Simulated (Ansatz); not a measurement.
# MnS: the cost of one run

Program: Ansatz 0.2.0. Level of theory: DFT LDA without U, plane waves, PAW. These are calculated values, not measurements.

## 1. The structure to begin with

The structure is cubic, space group Fm-3m (No. 225). The conventional cell has a = 5.224 Å, b = 5.224 Å, c = 5.224 Å, α = 90.00°, β = 90.00°, γ = 90.00°. Mn (site symmetry m-3m) has 6 S at 2.61 Å as nearest neighbours. S (site symmetry m-3m) is surrounded by 6 Mn at 2.61 Å.

Coordinates:

```xyz
2
Lattice="0.0000 2.6122 2.6122 2.6122 0.0000 2.6122 2.6122 2.6122 0.0000" Properties=species:S:1:pos:R:3 pbc="T T T"
Mn    0.0000    0.0000    0.0000
S     2.6122    2.6122    2.6122
```

Magnetic order typed: ferromagnetic.

## 2. From atoms, symmetry kept, no search

input.yaml

```yaml
crystal:
  lattice:
    - [0.0, 2.61224989, 2.61224989]
    - [2.61224989, 0.0, 2.61224989]
    - [2.61224989, 2.61224989, 0.0]
  atoms:
    - { symbol: Mn, position: [0.0, 0.0, 0.0], spin: 5.0, spin_axis: [0.0, 0.0, 1.0] }
    - { symbol: S, position: [0.5, 0.5, 0.5] }
basis:
  ecutwfc: 420
  ecutrho_ratio: 4
kpoints:
  mp_grid: { grid: [6, 6, 6] }
hamiltonian:
  xc: lda
scf:
  occupations: { method: gaussian, width: 0.05 }
  lower_state_search: "off"
  max_iter: 150
output:
  forces: true
  stress: true
  eigenvalues: true
  populations: true
  hubbard: { sites: [{ site: 0, l: d }] }
magnetization:
  noncollinear: true
  spin_orbit: true
```

This run includes spin–orbit coupling.

Run with:

```console
ansatz run input.yaml --threads 2 --pin off --max-ram 3072MiB --backend cpu --events-out ev --progress --plain --runs-dir out
```

Q: Estimate wall time and peak memory on 2 threads of Intel Xeon 6975P-C (Granite Rapids), shared host.

About 5.5 s, with a peak of 0.46 GiB.
